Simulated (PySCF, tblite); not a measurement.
**C4H11OPSi3: geometry, infrared bands and NMR shifts**

Aim: predict the infrared bands and NMR shifts of C4H11OPSi3 (`CC(=O)C#C[SiH2][Si@H]([SiH3])P`).

Computed with tblite 0.8.0 and PySCF 2.14.0, with density-fitted response routines of our own, on a single molecule in the gas phase. Atoms count from 0, in the outputs and in this text.

## (1) Starting geometry

20 atoms, charge 0, multiplicity 1; geometry from: force field or distance geometry start.

Bonds of the start (Å): C0–C1 1.51, C1–O2 1.23, C1–C3 1.44, C3–C4 1.20, C4–Si5 1.87, Si5–Si6 2.29, Si6–Si7 2.29, Si6–P8 2.24, C0–H9 1.10, C0–H10 1.09, C0–H11 1.08, Si5–H12 1.50, Si5–H13 1.48, Si6–H14 1.48, Si7–H15 1.48, Si7–H16 1.49, Si7–H17 1.50, P8–H18 1.41, P8–H19 1.41.

## (2) Optimising the geometry with GFN2-xTB

Job settings and geometry (Å):

```
{"job": {"kind": "relax", "xc": "GFN2-xTB", "basis": "xTB"}, "charge": 0, "multiplicity": 1}
C      4.570000     0.652300     0.526500
C      3.566900    -0.106600    -0.308300
O      3.874500    -1.069000    -1.003600
C      2.195400     0.341500    -0.235400
C      1.049600     0.692400    -0.165600
Si    -0.745600     1.215900    -0.113100
Si    -2.085200    -0.575100    -0.615300
Si    -4.209500     0.260300    -0.437200
P     -1.741500    -2.291700     0.774700
H      4.289600     0.587600     1.589800
H      4.576600     1.699700     0.209000
H      5.555600     0.226200     0.391700
H     -1.064700     1.734500     1.256300
H     -0.971900     2.316600    -1.083700
H     -1.826500    -1.074800    -1.987300
H     -4.411000     1.376100    -1.388300
H     -4.466800     0.769800     0.934600
H     -5.217400    -0.807300    -0.745900
H     -2.469100    -3.261000     0.052600
H     -0.474100    -2.676900     0.284400
```

Command:

```sh
$ OMP_NUM_THREADS=1 python probes_run.py task.json out
```

This one command runs all jobs of the session in turn.

**Question.** This job is followed by: GFN2-xTB harmonic vibrations, gas phase; GIAO PBE0/pcSseg-1 NMR shielding, non-relativistic, gas phase. Predict these results of the whole session: strongest single infrared mode (GFN2-xTB); zero-point energy (GFN2-xTB); ¹³C shifts against TMS (PBE0/pcSseg-1); ¹H shifts against TMS (PBE0/pcSseg-1, means over atoms taken as alike); ¹⁷O shifts against H2O (PBE0/pcSseg-1); ²⁹Si shifts against TMS (PBE0/pcSseg-1); ³¹P shifts against H3PO4 (PBE0/pcSseg-1).

The runs gave:

| quantity | value |
| --- | --- |
| strongest single infrared mode (GFN2-xTB) | 769 cm⁻¹, 394 km/mol |
| zero-point energy (GFN2-xTB) | 76.2 kcal/mol |
| ¹³C shifts against TMS (PBE0/pcSseg-1) | 187.9, 113.6, 95.4, 36.4 ppm |
| ¹H shifts against TMS (PBE0/pcSseg-1, means over atoms taken as alike) | 4.60, 4.50, 4.37, 3.55, 2.37, 1.47 ppm |
| ¹⁷O shifts against H2O (PBE0/pcSseg-1) | 714.4 ppm |
| ²⁹Si shifts against TMS (PBE0/pcSseg-1) | -91.3, -97.3, -111.6 ppm |
| ³¹P shifts against H3PO4 (PBE0/pcSseg-1) | -303.5 ppm |

What this shows: Relaxing lowered the energy by 0.231 eV in 116 steps; the close pair that moved most is Si5–Si6, from 2.292 to 2.343 Å. The lowest mode is slightly imaginary (10i cm⁻¹), a soft motion within the noise of the Hessian, so the minimum is not strictly shown. The strongest single mode, at 769 cm⁻¹, is carried by H16, H15, H17, H12. Unscaled tight-binding wavenumbers are off by several per cent, some by more. Its intensities can rank the bands wrongly. At PBE0/pcSseg-1: The widest tensor belongs to O2: span 1355 ppm, with a paramagnetic part of -779 ppm.
